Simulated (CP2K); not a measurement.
A run of CP2K 2026.2 is set up as follows.

File sif_bands.inp:

```
&GLOBAL
  PROJECT sif_bands
  RUN_TYPE ENERGY_FORCE
  PRINT_LEVEL LOW
&END GLOBAL
&FORCE_EVAL
  METHOD QS
  STRESS_TENSOR ANALYTICAL
  &DFT
    BASIS_SET_FILE_NAME BASIS_MOLOPT_UZH
    POTENTIAL_FILE_NAME POTENTIAL_UZH
    &MGRID
      CUTOFF 1100
      REL_CUTOFF 60
      NGRIDS 4
    &END MGRID
    &QS
      METHOD GPW
      EPS_DEFAULT 1.0E-10
    &END QS
    &KPOINTS
      SCHEME MONKHORST-PACK 12 12 12
      GAMMA_CENTERED T
      SYMMETRY T
      SYMMETRY_BACKEND SPGLIB
    &END KPOINTS
    &SCF
      SCF_GUESS ATOMIC
      EPS_SCF 1.0E-6
      MAX_SCF 100
      ADDED_MOS 10
      CHOLESKY OFF
      EPS_EIGVAL 1.0E-7
      &DIAGONALIZATION ON
        ALGORITHM STANDARD
      &END DIAGONALIZATION
      &MIXING ON
        METHOD BROYDEN_MIXING
        ALPHA 0.4
        BETA 1.5
        NBUFFER 8
      &END MIXING
      &SMEAR ON
        METHOD FERMI_DIRAC
        ELECTRONIC_TEMPERATURE [K] 580.226
      &END SMEAR
    &END SCF
    &XC
      &XC_FUNCTIONAL
        &GGA_XC_HLE16
        &END GGA_XC_HLE16
      &END XC_FUNCTIONAL
    &END XC
    &PRINT
      &KPOINTS ON
      &END KPOINTS
      &MULLIKEN ON
      &END MULLIKEN
      &MO ON
        ENERGIES T
        OCCUPATION_NUMBERS T
        &EACH
          QS_SCF 0
        &END EACH
        ADD_LAST NUMERIC
      &END MO
      &LOWDIN ON
      &END LOWDIN
      &HIRSHFELD ON
        SHAPE_FUNCTION DENSITY
      &END HIRSHFELD
      &BAND_STRUCTURE
        FILE_NAME bands.bs
        ADDED_MOS 2
        &KPOINT_SET
          UNITS B_VECTOR
          NPOINTS 6
          SPECIAL_POINT GAMMA 0.00000000 0.00000000 0.00000000
          SPECIAL_POINT L 0.50000000 0.00000000 0.00000000
          SPECIAL_POINT B1 0.50000000 0.19286873 -0.19286873
        &END KPOINT_SET
        &KPOINT_SET
          UNITS B_VECTOR
          NPOINTS 6
          SPECIAL_POINT B 0.80713127 0.50000000 0.19286873
          SPECIAL_POINT Z 0.50000000 0.50000000 0.50000000
          SPECIAL_POINT GAMMA 0.00000000 0.00000000 0.00000000
          SPECIAL_POINT X 0.34643436 0.00000000 -0.34643436
        &END KPOINT_SET
        &KPOINT_SET
          UNITS B_VECTOR
          NPOINTS 6
          SPECIAL_POINT Q 0.65356564 0.34643436 0.00000000
          SPECIAL_POINT F 0.50000000 0.50000000 0.00000000
          SPECIAL_POINT P1 0.65356564 0.65356564 0.19286873
          SPECIAL_POINT Z 0.50000000 0.50000000 0.50000000
        &END KPOINT_SET
        &KPOINT_SET
          UNITS B_VECTOR
          NPOINTS 6
          SPECIAL_POINT L 0.50000000 0.00000000 0.00000000
          SPECIAL_POINT P 0.80713127 0.34643436 0.34643436
        &END KPOINT_SET
      &END BAND_STRUCTURE
    &END PRINT
  &END DFT
  &SUBSYS
    &CELL
      ABC 4.1935608356 4.1935608356 4.1935602438
      ALPHA_BETA_GAMMA 37.2295085011 37.2295085006 37.2295458683
      PERIODIC XYZ
    &END CELL
    &COORD
      SCALED
      Si  0.5000000000 0.5000000000 0.5000000000
      F   0.0000000000 0.0000000000 0.0000000000
    &END COORD
    &KIND Si
      BASIS_SET TZVP-MOLOPT-PBE-GTH-q4
      POTENTIAL GTH-PBE-q4
    &END KIND
    &KIND F
      BASIS_SET TZVP-MOLOPT-PBE-GTH-q7
      POTENTIAL GTH-PBE-q7
    &END KIND
    &PRINT
      &ATOMIC_COORDINATES ON
      &END ATOMIC_COORDINATES
      &CELL ON
      &END CELL
    &END PRINT
  &END SUBSYS
  &PRINT
    &FORCES ON
    &END FORCES
    &STRESS_TENSOR ON
    &END STRESS_TENSOR
  &END PRINT
&END FORCE_EVAL
```

Potentials or basis: POTENTIAL_UZH Si GTH-PBE-q4, F GTH-PBE-q7; TZVP-MOLOPT-PBE-GTH basis.

Launch:

```sh
$ OMP_NUM_THREADS=1 cp2k.psmp -i sif_bands.inp -o sif_bands.out
```

Task: Estimate the pressure.

Result: -19.5 GPa.

Task: Estimate the Mulliken charges.

Result: Si +0.46; F -0.46 e.

Stress tensor (GPa, compression positive):
```
-20.28  -0.40  -0.25
 -0.40 -19.21  -0.08
 -0.25  -0.08 -19.13
```

Caveat: the potentials were made for a functional far from this one; the potentials were made for another functional, which shifts forces and pressure; the basis of atomic orbitals isn't converged, which shifts pressures, moduli and gaps; an odd number of electrons without spin polarisation forces a metal; a magnetic or distorted state may lie lower.
